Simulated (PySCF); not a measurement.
# C₇H₈OSSi: NMR shifts in solvents

Aim: compute the NMR shifts of C₇H₈OSSi (`O=Cc1ccc(S[SiH3])cc1`), and see what a dielectric continuum does where one was used.

The runs use PySCF 2.14.0, with density-fitted response routines of our own; the level of theory stands in each step. All values are computed, except where a source is named. Atoms count from 0, in the outputs and in this text.

## 1. Starting geometry

18 atoms, charge 0, multiplicity 1; geometry from: GFN2-xTB. The atoms were then displaced at random by about 0.01 Å, so the start is not that level's minimum.

Bonds of the start (Å): O0–C1 1.21, C1–C2 1.45, C2–C3 1.41, C3–C4 1.35, C4–C5 1.40, C5–S6 1.79, S6–Si7 2.15, C5–C8 1.39, C8–C9 1.38, C9–C2 1.40, C1–H10 1.11, C3–H11 1.10, C4–H12 1.05, Si7–H13 1.48, Si7–H14 1.45, Si7–H15 1.43, C8–H16 1.09, C9–H17 1.09.

## 2. Geometry optimisation at PBE0-D3(BJ)/def2-SVP

Job settings and geometry (Å):

```
{"job": {"xc": "PBE0", "basis": "def2-SVP", "d3": "d3bj", "grid": 1, "shake": 0.01, "kind": "geom"}, "charge": 0, "multiplicity": 1}
O     -3.959710    -0.706100     1.133790
C     -3.256230     0.199490     0.757220
C     -1.916690     0.018600     0.219170
C     -1.341090    -1.263380     0.073590
C     -0.104420    -1.455070    -0.430000
C      0.664990    -0.339380    -0.766860
S      2.306090    -0.600730    -1.426340
Si     3.497820     0.250100     0.154660
C      0.153820     0.946130    -0.610480
C     -1.122110     1.118810    -0.125980
H     -3.581810     1.261540     0.810000
H     -1.982940    -2.106960     0.364650
H      0.279700    -2.428460    -0.554570
H      3.164410    -0.509030     1.375150
H      3.116060     1.636390     0.325760
H      4.829960     0.065690    -0.331890
H      0.756980     1.800090    -0.926480
H     -1.532370     2.124230    -0.027140
```

The run is started by

```sh
OMP_NUM_THREADS=1 python probes_run.py task.json out
```

This one command runs all jobs of the session in turn.

The log of the run:

```text
step   0  E = -1033.36058108  max force = 0.051555
step   1  E = -1033.36793129  max force = 0.010586
step   2  E = -1033.36807653  max force = 0.004932
step   3  E = -1033.36815438  max force = 0.002889
step   4  E = -1033.36821980  max force = 0.001955
step   5  E = -1033.36824468  max force = 0.001653
step   6  E = -1033.36827911  max force = 0.001391
step   7  E = -1033.36829485  max force = 0.000697
step   8  E = -1033.36830235  max force = 0.000187
optimisation converged
```

Run time: 2.4 min. Hardware: 1 thread of INTEL XEON PLATINUM 8581C at 2.10GHz, shared host; peak memory 0.9 GiB.

Along the way:

```tsv
step	energy from step 0 (eV)	largest force component (eV/Å)
0	0.0000	2.6511
1	-0.2000	0.5444
2	-0.2040	0.2536
3	-0.2061	0.1486
4	-0.2079	0.1005
5	-0.2085	0.0850
6	-0.2095	0.0715
7	-0.2099	0.0358
8	-0.2101	0.0096
```

Close pairs (by a distance rule), those that changed most:

```tsv
bond	before (Å)	after (Å)	change (Å)
Si7–H15	1.430	1.491	+0.061
Si7–H14	1.448	1.493	+0.045
C3–C4	1.349	1.388	+0.039
C4–H12	1.054	1.092	+0.038
C1–C2	1.455	1.479	+0.024
Si7–H13	1.475	1.492	+0.017
C8–C9	1.376	1.391	+0.015
C2–C3	1.413	1.400	-0.012
```

The final coordinates are the input of the step that follows.

```tsv
at the end point	value
point group (found at 0.08 Å tolerance)	C1
rotational constants (GHz, main isotopes)	2.834, 0.443, 0.426
dipole moment (D)	2.62
```

## 3. Shielding tensors: PBE0/pcSseg-1 in acetone

Job settings and geometry (Å):

```
{"job": {"kind": "nmr", "xc": "PBE0", "basis": "pcSseg-1", "solvent": "acetone", "pop": true}, "charge": 0, "multiplicity": 1}
O     -3.814267    -0.600049     0.841990
C     -3.092040     0.292483     0.476488
C     -1.742335     0.097719    -0.096872
C     -1.222377    -1.194544    -0.241908
C      0.044107    -1.380260    -0.777678
C      0.802559    -0.271585    -1.180117
S      2.406342    -0.535698    -1.922528
Si     3.614384     0.164163    -0.282816
C      0.281994     1.020807    -1.047149
C     -0.983620     1.200707    -0.499552
H     -3.413059     1.363655     0.551616
H     -1.835135    -2.040190     0.079323
H      0.463884    -2.381958    -0.888979
H      3.340302    -0.632473     0.948618
H      3.350651     1.606565    -0.001040
H      5.025809    -0.021123    -0.725875
H      0.872071     1.877184    -1.379819
H     -1.394636     2.208826    -0.390469
```

With the program's defaults for keys left out, this is: GIAO PBE0/pcSseg-1 NMR shielding, non-relativistic, IEF-PCM acetone.

The log of the run:

```text
coarse grid: 16896 points
cycle   1  E = -1033.5703863063  dE =  1.538e+00  |g| = 7.449e-01  |ddm| = 4.321e+00
cycle   2  E = -1033.3014918051  dE =  2.689e-01  |g| = 1.403e+00  |ddm| = 2.475e+00
cycle   3  E = -1033.6793252825  dE = -3.778e-01  |g| = 1.167e-01  |ddm| = 1.843e+00
cycle   4  E = -1033.6820853699  dE = -2.760e-03  |g| = 5.410e-02  |ddm| = 1.766e-01
cycle   5  E = -1033.6827433647  dE = -6.580e-04  |g| = 1.854e-02  |ddm| = 6.860e-02
cycle   6  E = -1033.6828296867  dE = -8.632e-05  |g| = 4.850e-03  |ddm| = 2.511e-02
cycle   7  E = -1033.6828354585  dE = -5.772e-06  |g| = 1.637e-03  |ddm| = 6.499e-03
final grid: 156312 points
cycle   8  E = -1033.7539261419  dE = -1.561e-05  |g| = 1.295e-02  |ddm| = 5.015e-02
cycle   9  E = -1033.7538618018  dE =  6.434e-05  |g| = 2.232e-02  |ddm| = 3.723e-02
cycle  10  E = -1033.7539616038  dE = -9.980e-05  |g| = 2.443e-03  |ddm| = 2.391e-02
cycle  11  E = -1033.7539628401  dE = -1.236e-06  |g| = 2.621e-04  |ddm| = 2.550e-03
cycle  12  E = -1033.7539628512  dE = -1.104e-08  |g| = 1.569e-04  |ddm| = 4.264e-04
cycle  13  E = -1033.7539628575  dE = -6.325e-09  |g| = 4.192e-05  |ddm| = 2.017e-04
cycle  14  E = -1033.7539628579  dE = -4.407e-10  |g| = 1.009e-05  |ddm| = 5.452e-05
converged SCF energy = -1033.7539628579

GIAO shielding tensors (ppm)
atom      isotropic    diamagn.    paramagn.     s11        s22        s33       span
  0 O     -282.342     399.636    -681.978   -858.161   -370.069    381.205   1239.366
  1 C      -13.982     241.851    -255.833    -95.117    -31.163     84.335    179.452
  2 C       45.300     263.871    -218.571    -42.973     11.275    167.598    210.571
  3 C       51.300     252.099    -200.799    -52.779     23.520    183.158    235.937
  4 C       42.467     252.100    -209.633    -60.418     33.343    154.477    214.895
  5 C       35.182     265.041    -229.859    -66.944     24.075    148.414    215.358
  6 S      596.772    1057.087    -460.315    411.673    512.815    865.827    454.154
  7 Si     391.093     877.796    -486.703    334.863    381.764    456.652    121.790
  8 C       41.324     252.928    -211.603    -63.922     29.810    158.085    222.008
  9 C       43.121     252.328    -209.208    -57.437     14.057    172.742    230.179
 10 H       21.342      26.440      -5.098     18.433     21.626     23.966      5.533
 11 H       22.912      32.513      -9.601     18.600     23.526     26.609      8.009
 12 H       23.149      32.057      -8.909     18.767     22.032     28.647      9.880
 13 H       26.765      28.471      -1.706     22.868     25.547     31.880      9.011
 14 H       26.481      28.519      -2.038     22.273     25.558     31.612      9.339
 15 H       26.427      26.702      -0.275     23.114     23.735     32.433      9.319
 16 H       23.094      32.468      -9.374     19.008     21.427     28.848      9.840
 17 H       23.174      32.134      -8.960     20.220     23.391     25.912      5.692
```

It took 44 s on 1 thread of INTEL XEON PLATINUM 8581C at 2.10GHz, shared host; peak memory 1.2 GiB.

The references, computed at this level on geometries of the same kind, shield at (ppm): ¹H TMS 31.24, ¹³C TMS 185.4, ²⁹Si TMS 351.8, ¹⁷O H2O 342.8, ³³S CS2 495. Their shielding less the atom's gives the shift. The references are single molecules in the same continuum, so shifts against H2O, NH3, PH3, H3PO4 or CFCl3 are not on the usual liquid scales and can be off by tens of ppm. Atoms listed in one row are averaged.

```tsv
atoms	environment	σ (ppm)	δ (ppm)
C1	aldehyde carbonyl carbon	-14.0	199.4
C5	aromatic carbon bearing sulfur	35.2	150.2
C4, C8	aromatic CH	41.9	143.5
C2	substituted aromatic carbon	45.3	140.1
C3, C9	aromatic CH	47.2	138.2
H10	hydrogen on an aldehyde carbonyl carbon	21.34	9.90
H11, H17	hydrogen on an aromatic CH	23.04	8.20
H12, H16	hydrogen on an aromatic CH	23.12	8.12
H13, H14, H15	hydrogen on a silicon bonded to S	26.56	4.68
O0	aldehyde oxygen	-282.3	625.1
S6	sulfur bonded to C, Si	597	-101
Si7	silicon bonded to S, 3 H	391.1	-39.3
```

Charges from the same density, by scheme (e):

```tsv
atoms	Mulliken	IAO	Hirshfeld	ESP fit
O0	-0.41	-0.44	-0.26	-0.51
C1	0.39	0.26	0.13	0.44
C2	-0.39	-0.07	-0.02	0.05
C3, C9	0.02	-0.13	-0.03	-0.28
C4, C8	0.05	-0.15	-0.05	-0.01
C5	-0.41	-0.09	0.00	0.01
S6	-0.18	-0.15	-0.08	-0.27
Si7	0.48	0.54	0.30	0.32
```

Mayer bond orders: O0–C1 1.96, C1–C2 1.03, C2–C3 1.34, C3–C4 1.46, C4–C5 1.34, C5–S6 1.09, S6–Si7 0.90, C5–C8 1.34, C8–C9 1.45, C9–C2 1.34.

Ring of atoms C2, C3, C4, C5, C8, C9: NICS(0) -7.9, NICS(1) -10.9, NICS(1)zz -26.0 ppm (means of both faces).

## 4. NMR shieldings: PBE0/pcSseg-1 in dichloromethane

Same as in step 3 but for these lines:

```diff
@@ -1,2 +1,2 @@
-{"job": {"kind": "nmr", "xc": "PBE0", "basis": "pcSseg-1", "solvent": "acetone", "pop": true}, "charge": 0, "multiplicity": 1}
+{"job": {"kind": "nmr", "xc": "PBE0", "basis": "pcSseg-1", "solvent": "dichloromethane", "pop": false}, "charge": 0, "multiplicity": 1}
 O     -3.814267    -0.600049     0.841990
```

Method: GIAO PBE0/pcSseg-1 NMR shielding, non-relativistic, IEF-PCM dichloromethane.

The log of the run:

```text
coarse grid: 16896 points
cycle   1  E = -1033.5682457181  dE =  1.540e+00  |g| = 7.472e-01  |ddm| = 4.322e+00
cycle   2  E = -1033.2896431571  dE =  2.786e-01  |g| = 1.420e+00  |ddm| = 2.529e+00
cycle   3  E = -1033.6781872884  dE = -3.885e-01  |g| = 1.187e-01  |ddm| = 1.892e+00
cycle   4  E = -1033.6810439540  dE = -2.857e-03  |g| = 5.555e-02  |ddm| = 1.819e-01
cycle   5  E = -1033.6817392230  dE = -6.953e-04  |g| = 1.894e-02  |ddm| = 7.101e-02
cycle   6  E = -1033.6818292580  dE = -9.004e-05  |g| = 5.068e-03  |ddm| = 2.587e-02
cycle   7  E = -1033.6818355604  dE = -6.302e-06  |g| = 1.699e-03  |ddm| = 6.848e-03
final grid: 156312 points
cycle   8  E = -1033.7529317043  dE = -1.491e-05  |g| = 1.310e-02  |ddm| = 5.008e-02
cycle   9  E = -1033.7528638102  dE =  6.789e-05  |g| = 2.277e-02  |ddm| = 3.814e-02
cycle  10  E = -1033.7529679687  dE = -1.042e-04  |g| = 2.484e-03  |ddm| = 2.465e-02
cycle  11  E = -1033.7529692478  dE = -1.279e-06  |g| = 2.678e-04  |ddm| = 2.612e-03
cycle  12  E = -1033.7529692593  dE = -1.154e-08  |g| = 1.610e-04  |ddm| = 4.437e-04
cycle  13  E = -1033.7529692660  dE = -6.676e-09  |g| = 4.223e-05  |ddm| = 2.082e-04
cycle  14  E = -1033.7529692665  dE = -4.479e-10  |g| = 1.030e-05  |ddm| = 5.419e-05
converged SCF energy = -1033.7529692665

GIAO shielding tensors (ppm)
atom      isotropic    diamagn.    paramagn.     s11        s22        s33       span
  0 O     -287.274     399.421    -686.695   -867.449   -374.771    380.399   1247.848
  1 C      -13.394     241.858    -255.252    -95.350    -28.767     83.936    179.286
  2 C       45.298     263.845    -218.547    -42.981     11.288    167.588    210.570
  3 C       51.173     252.116    -200.943    -52.927     23.388    183.058    235.985
  4 C       42.428     252.177    -209.749    -60.566     33.505    154.345    214.911
  5 C       35.198     264.954    -229.756    -66.808     23.896    148.507    215.315
  6 S      596.386    1057.037    -460.651    411.050    512.627    865.480    454.430
  7 Si     391.198     877.814    -486.617    334.945    381.895    456.754    121.809
  8 C       41.463     252.965    -211.502    -63.800     30.291    157.898    221.698
  9 C       43.432     252.478    -209.046    -57.151     14.908    172.537    229.688
 10 H       21.353      26.466      -5.113     18.475     21.631     23.954      5.479
 11 H       22.911      32.500      -9.589     18.601     23.527     26.605      8.004
 12 H       23.164      32.084      -8.920     18.796     22.032     28.663      9.867
 13 H       26.766      28.481      -1.715     22.872     25.547     31.880      9.007
 14 H       26.497      28.550      -2.053     22.293     25.573     31.625      9.332
 15 H       26.434      26.715      -0.282     23.122     23.743     32.436      9.314
 16 H       23.127      32.501      -9.374     19.047     21.455     28.879      9.832
 17 H       23.232      32.185      -8.953     20.302     23.427     25.968      5.667
```

Wall time 41 s (1 thread of INTEL XEON PLATINUM 8581C at 2.10GHz, shared host); peak memory 1.2 GiB.

In short: δ C1 198.7, C5 150.1, C4 143.4, C2 140.0, H10 9.89, H11 8.17 ppm (means over like atoms).

## 5. Run by run: NMR shifts

Shifts (ppm) of some atoms, chosen among heavy atoms and hydrogens apart, means over like atoms, with basis size and wall time:

```tsv
run	C1	C4	C3	H11	H12	O0	S6	functions	time
PBE0/pcSseg-1 in acetone	199.4	143.5	138.2	8.20	8.12	625.1	-101	224	44 s
PBE0/pcSseg-1 in dichloromethane	198.7	143.4	138.0	8.17	8.10	629.3	-101	224	41 s
```

The continuum's effect on the ground state:

```tsv
solvent	ε	polarisation energy (Eh)	μ (D)
dichloromethane	8.93	-0.0098	3.69
acetone	20.49	-0.0111	3.80
```

## 6. Summary of results

| quantity | value |
| --- | --- |
| point group | C1 |
| rotational constants (main isotopes) | 2.83, 0.44, 0.43 GHz |
| ¹³C shifts against TMS (PBE0/pcSseg-1, acetone, means over atoms taken as alike) | 199.4, 150.2, 143.5, 140.1, 138.2 ppm |
| ¹H shifts against TMS (PBE0/pcSseg-1, acetone, means over atoms taken as alike) | 9.90, 8.20, 8.12, 4.68 ppm |
| ¹⁷O shifts against H2O (PBE0/pcSseg-1, acetone) | 625.1 ppm |
| ³³S shifts against CS2 (PBE0/pcSseg-1, acetone) | -101 ppm |
| ²⁹Si shifts against TMS (PBE0/pcSseg-1, acetone) | -39.3 ppm |
| range of the shift of O0 | 625.1 to 629.3 ppm |

What this shows: The start of the PBE0/def2-SVP relaxation was shaken at random by about 0.01 Å, so part of the energy gained, and of the first lengths quoted, undoes that. The optimisation took 8 steps and gained 0.210 eV; among the close pairs (by a distance rule), Si7–H15 changed most, from 1.430 to 1.491 Å. The most deshielded carbon is C1 (aldehyde carbonyl carbon), at 199.4 ppm: low-lying n→π* states of the double bond to the heteroatom give a large paramagnetic term (-256 ppm). H10 (hydrogen on an aldehyde carbonyl carbon) lies farthest downfield among hydrogen, at 9.90 ppm; the C=O anisotropy and electron withdrawal place aldehyde protons far downfield. At PBE0/pcSseg-1: Shielding is most anisotropic at O0 (span 1239 ppm, paramagnetic term -682 ppm). NICS(1)zz of -26 ppm above the planar ring from C2 marks a diatropic (aromatic) ring current. Across the 2 runs the shift of O0 moves most, between 625.1 (PBE0/pcSseg-1 in acetone) and 629.3 ppm (PBE0/pcSseg-1 in dichloromethane). Each shift counts from a reference computed in the same medium, and that reference moves with the solvent too, so shifts and shieldings show the solvent's effect differently. The continuum holds electrostatics alone: no hydrogen bonds to the solvent, and the gas-phase geometry is kept.
